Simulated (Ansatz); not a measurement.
# Co (Co (0001), 6 layers): how the settings move a single-point run

How sensitive is a single-point run of Co (Co (0001), 6 layers) to its settings? A reference run comes first, then one run with altered input.

Program: Ansatz 0.2.0. Level of theory: reference: DFT, PBE, PAW with Ansatz's default frozen-core files, scalar-relativistic. These are calculated values, not measurements.

## Step 1: The structure to begin with

The structure is trigonal, space group P-3m1 (No. 164). Conventional cell: a = 2.493 Å, b = 2.493 Å, c = 21.010 Å, α = 90.00°, β = 90.00°, γ = 120.00°. Co (site symmetry 3m) has 9 Co at 2.43 to 2.49 Å as nearest neighbours. Around Co (site symmetry 3m) lie 12 Co at 2.43 to 2.50 Å. Co (site symmetry 3m) is surrounded by 12 Co at 2.46 to 2.50 Å.

As a file:

```cif
data_structure
_symmetry_space_group_name_H-M 'P 1'
_symmetry_Int_Tables_number 1
_cell_length_a 2.4930
_cell_length_b 2.4930
_cell_length_c 21.0100
_cell_angle_alpha 90.000
_cell_angle_beta 90.000
_cell_angle_gamma 120.000
_cell_volume 113.09
loop_
_atom_site_label
_atom_site_type_symbol
_atom_site_fract_x
_atom_site_fract_y
_atom_site_fract_z
_atom_site_occupancy
Co1 Co 0.83333 0.16667 0.26178 1
Co2 Co 0.16667 0.83333 0.35495 1
Co3 Co 0.83333 0.16667 0.45253 1
Co4 Co 0.16667 0.83333 0.54747 1
Co5 Co 0.83333 0.16667 0.64505 1
Co6 Co 0.16667 0.83333 0.73822 1
```

## Step 2: Baseline

The input, input.yaml:

```yaml
crystal:
  lattice:
    - [2.4930397979, 0.0, 0.0]
    - [-1.246519899, 2.1590357976, 0.0]
    - [0.0, 0.0, 21.01]
  atoms:
    - { symbol: Co, position: [0.8333333333, 0.1666666667, 0.2617796428], spin: 1.7 }
    - { symbol: Co, position: [0.1666666667, 0.8333333333, 0.3549502502], spin: 1.7 }
    - { symbol: Co, position: [0.8333333333, 0.1666666667, 0.4525290872], spin: 1.7 }
    - { symbol: Co, position: [0.1666666667, 0.8333333333, 0.5474707937], spin: 1.7 }
    - { symbol: Co, position: [0.8333333333, 0.1666666667, 0.6450497041], spin: 1.7 }
    - { symbol: Co, position: [0.1666666667, 0.8333333333, 0.7382203572], spin: 1.7 }
magnetization:
  spin_polarized: true
kpoints:
  mp_grid: { grid: [15, 15, 1] }
scf:
  occupations: { method: fermi_dirac, width: 0.1 }
hamiltonian:
  xc: pbe
  pseudopotentials: { kind: paw }
output:
  forces: true
  stress: true
  eigenvalues: true
efield:
  axis: 3
  amplitude: 0
  dipole_correction: true
```

Command:

```
ansatz run input.yaml --threads 3 --pin off --max-ram 9216MiB --backend cpu --events-out ev --progress --plain --runs-dir out
```

## Step 3: Changing settings: starting moments, spin_polarized left out

The input, input.yaml:

```yaml
crystal:
  lattice:
    - [2.4930397979, 0.0, 0.0]
    - [-1.246519899, 2.1590357976, 0.0]
    - [0.0, 0.0, 21.01]
  atoms:
    - { symbol: Co, position: [0.8333333333, 0.1666666667, 0.2617796428] }
    - { symbol: Co, position: [0.1666666667, 0.8333333333, 0.3549502502] }
    - { symbol: Co, position: [0.8333333333, 0.1666666667, 0.4525290872] }
    - { symbol: Co, position: [0.1666666667, 0.8333333333, 0.5474707937] }
    - { symbol: Co, position: [0.8333333333, 0.1666666667, 0.6450497041] }
    - { symbol: Co, position: [0.1666666667, 0.8333333333, 0.7382203572] }
kpoints:
  mp_grid: { grid: [15, 15, 1] }
scf:
  occupations: { method: fermi_dirac, width: 0.1 }
hamiltonian:
  xc: pbe
  pseudopotentials: { kind: paw }
output:
  forces: true
  stress: true
  eigenvalues: true
efield:
  axis: 3
  amplitude: 0
  dipole_correction: true
```

Before running it: what results should come out? Wanted: for each run, ending; energy change; abs. moment; force.

**Answer**, as computed:

| run | ending | energy change | abs. moment (μB) | force (eV/Å) | cycles | time |
| --- | --- | --- | --- | --- | --- | --- |
| reference | converged | 0 | 10.96 | 0.00 | 14 | 36 s |
| 1: starting moments, spin_polarized left out | converged | +239.0 meV/atom | 0.00 | 0.31 | 13 | 9 s |

Residual by cycle in the longest SCF loop of each run; runs are numbered as in the table. The quantity is the density residual dr2, in eV.

| cycle | reference | run 1 |
| --- | --- | --- |
| 1 | 10.2 | 6.79 |
| 2 | 0.588 | 0.0529 |
| 3 | 0.145 | 0.0666 |
| 5 | 0.0465 | 0.00323 |
| 6 | 0.00979 | 2.6e-4 |
| 7 | 0.00448 | 1.8e-4 |
| 8 | 8.6e-5 | 7.0e-5 |
| 9 | 1.0e-4 | 2.2e-5 |
| 10 | 3.0e-5 | 1.2e-5 |
| 12 | 4.2e-7 | 2.5e-7 |
| 13 | 3.7e-8 | 2.8e-8 |
| 14 | 8.8e-8 | - |

Changing the spin polarisation moves the energy by +239.0 meV/atom, and the absolute moment goes from 10.96 to 0.00 μB and the largest force goes from 0.00 to 0.31 eV/Å. The runs ended in different states; the reference is the lower. Cost: 13 SCF cycles against 14, 9 s against 36 s.
